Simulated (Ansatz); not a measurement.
# ClGeH5Sn: the cost of one run

Computed with the Python package of Ansatz 0.2.0. Level of theory: CAM-B3LYP/def2-TZVP.

## 1. Starting point

Bond lengths: Cl1–Sn2 2.301 Å, Sn2–Ge3 2.570 Å, Sn2–H4 1.735 Å, Sn2–H5 1.754 Å, Ge3–H6 1.574 Å, Ge3–H7 1.596 Å, Ge3–H8 1.499 Å. Angles: Cl1–Sn2–Ge3 108.0°, Cl1–Sn2–H4 112.4°, Cl1–Sn2–H5 110.5°, Ge3–Sn2–H4 108.6°, Ge3–Sn2–H5 110.1°, H4–Sn2–H5 107.2°, Sn2–Ge3–H6 109.6°, Sn2–Ge3–H7 110.0°, Sn2–Ge3–H8 111.7°, H6–Ge3–H7 107.0°, H6–Ge3–H8 109.9°, H7–Ge3–H8 108.6°.

Input file clgeh5sn.xyz:

```xyz
8

Cl   -2.54080    1.38750   -0.02670
Sn   -0.53270    0.68450   -0.90300
Ge    0.63710   -0.77440    0.85960
H    -0.73510   -0.25090   -2.35000
H     0.47650    2.06040   -1.31110
H     0.91570    0.08060    2.15090
H     2.05310   -1.26520    0.31080
H    -0.18170   -1.97960    1.21370
```

## 2. Script

Contents of clgeh5sn_tae.py:

```python
"""Energy to split ClGeH5Sn into its atoms."""

from collections import Counter

import ansatz as az

config = {
    "basis_set": "def2-TZVP",
    "functional": "cam_b3lyp",
}


def energy_of(molecule, charge=0, unpaired=0):
    calc = molecule.calculation().basis(gaussian=config["basis_set"]).functional(config["functional"])
    if charge:
        calc = calc.charge(charge)
    if unpaired:
        calc = calc.spin("collinear", total=unpaired)
    report = calc.run(threads=1, backend="cpu").report
    if report["published_state_doubts"]:
        print("  doubts:", report["published_state_doubts"])
    return report["free_energy_ev"]


def main() -> None:
    molecule = az.Crystal.molecule_from_extxyz("clgeh5sn.xyz")

    # Hund ground states
    unpaired = {"Cl": 1, "Sn": 2, "Ge": 2, "H": 1}
    counts = Counter(site.symbol for site in molecule.cartesian_sites)
    atom_energy = {s: energy_of(az.Crystal.molecule().atom(s, (0, 0, 0)), 0, unpaired[s]) for s in counts}
    whole = energy_of(molecule, 0, 0)
    for s, e in atom_energy.items():
        print(f"{s:2s} x{counts[s]}  {e:14.5f} eV")
    print(f"ClGeH5Sn: {whole:.5f} eV")
    split = sum(counts[s] * e for s, e in atom_energy.items()) - whole
    print(f"atomisation energy (no zero-point term): {split:.3f} eV, {split / sum(counts.values()):.3f} eV an atom")


if __name__ == "__main__":
    main()
```

## 3. The run

The run is started by

```sh
> python clgeh5sn_tae.py
```

Q: Estimate wall time and peak memory on 1 thread of Arm Neoverse V2, shared host.

About 8.4 s, with a peak of 0.48 GiB.
